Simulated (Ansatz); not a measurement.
# C3H4O2Si: the cost of one run

Method: the settings change from run to run; program: Ansatz 0.2.0, Gaussian basis.

## 1. The relaxed structure

The geometry comes from an earlier relaxation with PBE0-D4 in a triple-zeta def2 set; it is a stationary point, not always the lowest conformer.

10 atoms, charge 0, spin multiplicity 1.

Atoms are counted from 1 here; the program's logs count them from 0.

Bond lengths: C1–C2 1.206 Å, C1–H7 1.066 Å, C2–Si3 1.816 Å, Si3–C4 1.921 Å, Si3–H8 1.480 Å, Si3–H9 1.480 Å, C4–O5 1.203 Å, C4–O6 1.340 Å, O6–H10 0.972 Å. Angles: C2–C1–H7 179.9°, C1–C2–Si3 179.8°, C2–Si3–C4 112.6°, C2–Si3–H8 110.5°, C2–Si3–H9 110.5°, C4–Si3–H8 106.2°, C4–Si3–H9 106.2°, H8–Si3–H9 110.8°, Si3–C4–O5 120.7°, Si3–C4–O6 116.4°, O5–C4–O6 123.0°, C4–O6–H10 107.0°.

As a file:

```mol
C3H4O2Si
  3D, bonds by distance, orders not assigned

 10  9  0  0  0  0  0  0  0  0999 V2000
    0.6551   -2.4703   -0.7946 C   0  0
    0.2149   -1.5697   -0.1249 C   0  0
   -0.4474   -0.2097    0.8800 Si  0  0
   -0.1648    1.5095    0.0719 C   0  0
   -0.5471    2.5127    0.6146 O   0  0
    0.4709    1.5151   -1.1073 O   0  0
    1.0456   -3.2650   -1.3885 H   0  0
   -1.9110   -0.3531    1.0444 H   0  0
    0.2268   -0.1632    2.1965 H   0  0
    0.5401    2.4423   -1.3891 H   0  0
  1  2  8  0
  2  3  8  0
  3  4  8  0
  4  5  8  0
  4  6  8  0
  1  7  8  0
  3  8  8  0
  3  9  8  0
  6 10  8  0
M  END
```

## 2. MP2/x2c-TZVPPall

Set apart from the defaults: correlated electrons set to outside_noble_gas, high accuracy.

Contents of in.yaml:

```yaml
crystal:
  periodic: [false, false, false]
  atoms:
    - {symbol: C, position_ang: [0.655148, -2.470328, -0.794577]}
    - {symbol: C, position_ang: [0.214887, -1.569699, -0.124926]}
    - {symbol: Si, position_ang: [-0.447354, -0.209716, 0.879975]}
    - {symbol: C, position_ang: [-0.164758, 1.509530, 0.071906]}
    - {symbol: O, position_ang: [-0.547057, 2.512657, 0.614580]}
    - {symbol: O, position_ang: [0.470852, 1.515102, -1.107263]}
    - {symbol: H, position_ang: [1.045648, -3.264997, -1.388543]}
    - {symbol: H, position_ang: [-1.910984, -0.353094, 1.044400]}
    - {symbol: H, position_ang: [0.226770, -0.163203, 2.196491]}
    - {symbol: H, position_ang: [0.540147, 2.442347, -1.389143]}
basis:
  gaussian: {orbitals: x2c-TZVPPall}
hamiltonian: {xc: {name: HF}}
correlation: {method: mp2, electrons: outside_noble_gas}
accuracy: high
```

Command:

```sh
ansatz run in.yaml --threads 4 --pin off --events-out ev --progress --plain --max-ram 10444MiB
```

**Question.** How long does this run take on 4 threads of Oxide Virtual Turin-like, shared host, and how much memory does it need?

About 16 s, with a peak of 1.7 GiB.
